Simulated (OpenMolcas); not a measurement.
# CISD/pcseg-0 run of C2H2FSi− (SMILES C#C[SiH-]F)

Aim: the energy difference between two shapes of C2H2FSi− at CISD/pcseg-0, from 2 runs. 

The calculation is run with OpenMolcas 26.06.

4 further runs of the same task are left out: 4 set aside as unsound or not needed.

**1. Starting point**

C2H2FSi−: 6 atoms, total charge -1, spin state singlet. As SMILES, `C#C[SiH-]F`. The shape is that of a GFN2-xTB optimisation.

Bond lengths: C1–C2 1.210 Å, C2–Si3 1.869 Å, Si3–F4 1.726 Å, C1–H5 1.062 Å, Si3–H6 1.523 Å. Angles: C1–C2–Si3 160.2°, C2–Si3–F4 99.9°, C2–C1–H5 174.2°, C2–Si3–H6 99.7°, F4–Si3–H6 94.8°.

**2. A single-point energy at CISD/pcseg-0**

Contents of mol.xyz:

```xyz
6

C      1.111270    -0.445760    -1.230420
C      0.327710    -0.094560    -0.377550
Si    -0.326790     0.561260     1.245330
F     -1.396830    -0.723260     1.675750
H      1.713780    -0.774250    -2.040660
H     -1.429140     1.476570     0.727570
```

Contents of test.inp:

```
&GATEWAY
  BasLib = $CurrDir
  Coord = mol.xyz
  Basis = pcseg-0
  Group = NoSym

&SEWARD

&SCF
  Charge = -1
  PrOrbitals = 1

&MOTRA
  Frozen = 8

&GUGA
  Electrons = 22
  Spin = 1
  Inactive = 11
  Active = 0
  CIAll = 1

&CPF
  SDCI
```

The basis set pcseg-0 is read from a file made from the Basis Set Exchange's data (not shown).

Launch:

```console
export MOLCAS_MEM=1860
pymolcas test.inp > test.log
```

The program printed:

```text
--- Start Module: gateway ---
[...]
--- Stop Module: gateway /rc=_RC_ALL_IS_WELL_ ---
[...]
      Basis functions           44
[...]
       Convergence after  16 Iterations
[...]
::    Total SCF energy                               -464.3718411378
[...]
      Total spin, S                                     0.0000000000
[...]
      *** WARNING: Default frozen orbitals is overwritten by user input.
      *** Default values:   5
[...]
--- Start Module: guga ---
[...]
--- Stop Module: guga /rc=_RC_ALL_IS_WELL_ ---
--- Start Module: cpf ---
[...]
      Active orbitals                            0       0
[...]
      Spin quantum number                      0.0
[...]
     FINAL CI ENERGY          -464.69738805
     FINAL CORRELATION ENERGY   -0.32554691  REFERENCE ENERGY    -464.37184114
[...]
     REL. CI ENERGY           -464.69738805
[...]
      Total electronic charge=   38.000000
      Total            charge=   -1.000000
[...]
      Dipole Moment (debye):
      Origin of the operator (angstrom)=   -0.2483   -0.0523    0.6310
                   X=  1.3381E+00               Y= -1.1499E+00               Z= -2.0981E+00           Total=  2.7413E+00
      Quadrupole Moment (debye*angstrom):
[...]
--- Stop Module: cpf /rc=_RC_ALL_IS_WELL_ ---
[...]
```

It took 2.7 s on 1 thread of Arm Neoverse V1, shared host; peak memory 0.38 GiB.

**3. The distorted shape, same level**

Contents of mol.xyz:

```xyz
6

C      1.170344    -0.485967    -1.219799
C      0.381274    -0.081356    -0.311444
Si    -0.311626     0.604438     1.229703
F     -1.454490    -0.715367     1.752465
H      1.702185    -0.830021    -1.926218
H     -1.395361     1.472807     0.686611
```

Contents of test.inp:

```
&GATEWAY
  BASLIB
  $CurrDir
  COORD
  mol.xyz
  BASIS
  pcseg-0
  GROUP
  NoSym

&SEWARD

&SCF
  CHARGE
  -1
  PRORBITALS
  1

&MOTRA
  FROZEN
  8

&GUGA
  ELECTRONS
  22
  SPIN
  1
  INACTIVE
  11
  ACTIVE
  0
  CIALL
  1

&CPF
  SDCI
```

The basis set pcseg-0 is read from a file made from the Basis Set Exchange's data (not shown).

Launch:

```console
export MOLCAS_MEM=1860
pymolcas test.inp > test.log
```

The program printed:

```text
--- Start Module: gateway ---
[...]
--- Stop Module: gateway /rc=_RC_ALL_IS_WELL_ ---
[...]
      Basis functions           44
[...]
       Convergence after  17 Iterations
[...]
::    Total SCF energy                               -464.3454190231
[...]
      Total spin, S                                     0.0000000000
[...]
      *** WARNING: Default frozen orbitals is overwritten by user input.
      *** Default values:   5
[...]
--- Start Module: guga ---
[...]
--- Stop Module: guga /rc=_RC_ALL_IS_WELL_ ---
--- Start Module: cpf ---
[...]
      Active orbitals                            0       0
[...]
      Spin quantum number                      0.0
[...]
     FINAL CI ENERGY          -464.67361604
     FINAL CORRELATION ENERGY   -0.32819702  REFERENCE ENERGY    -464.34541902
[...]
     REL. CI ENERGY           -464.67361604
[...]
      Total electronic charge=   38.000000
      Total            charge=   -1.000000
[...]
      Dipole Moment (debye):
      Origin of the operator (angstrom)=   -0.2387   -0.0389    0.6586
                   X=  1.4195E+00               Y= -9.4118E-01               Z= -2.3171E+00           Total=  2.8757E+00
      Quadrupole Moment (debye*angstrom):
[...]
--- Stop Module: cpf /rc=_RC_ALL_IS_WELL_ ---
[...]
```

Wall time 2.8 s (1 thread of Arm Neoverse V1, shared host); peak memory 0.38 GiB.

**4. Summary of results**

At CISD/pcseg-0, 8 core orbitals frozen:

```
                                                              quantity          value
                                             first shape: total energy  -464.69739 Eh
                      first shape: HOMO energy (Hartree–Fock orbitals)       -2.13 eV
                      first shape: LUMO energy (Hartree–Fock orbitals)        8.98 eV
    first shape: HOMO–LUMO gap (to an unbound level, set by the basis)       11.11 eV
              first shape: correlation energy (8 core orbitals frozen)     -325.5 mEh
                                         distorted shape: total energy  -464.67362 Eh
                  distorted shape: HOMO energy (Hartree–Fock orbitals)       -2.16 eV
                  distorted shape: LUMO energy (Hartree–Fock orbitals)        8.46 eV
distorted shape: HOMO–LUMO gap (to an unbound level, set by the basis)       10.62 eV
          distorted shape: correlation energy (8 core orbitals frozen)     -328.2 mEh
                                energy change with the atoms displaced       0.647 eV
```

**Reading.** With the atoms displaced the energy rises by 0.65 eV (14.9 kcal/mol). The first shape isn't relaxed at this level, so the change isn't measured from a minimum. Mulliken charges (first shape) of the mean-field density run from -0.70 on F4 to +0.83 on Si3; they depend strongly on the basis. Mulliken charges (distorted shape) of the mean-field density run from -0.69 on F4 to +0.82 on Si3.
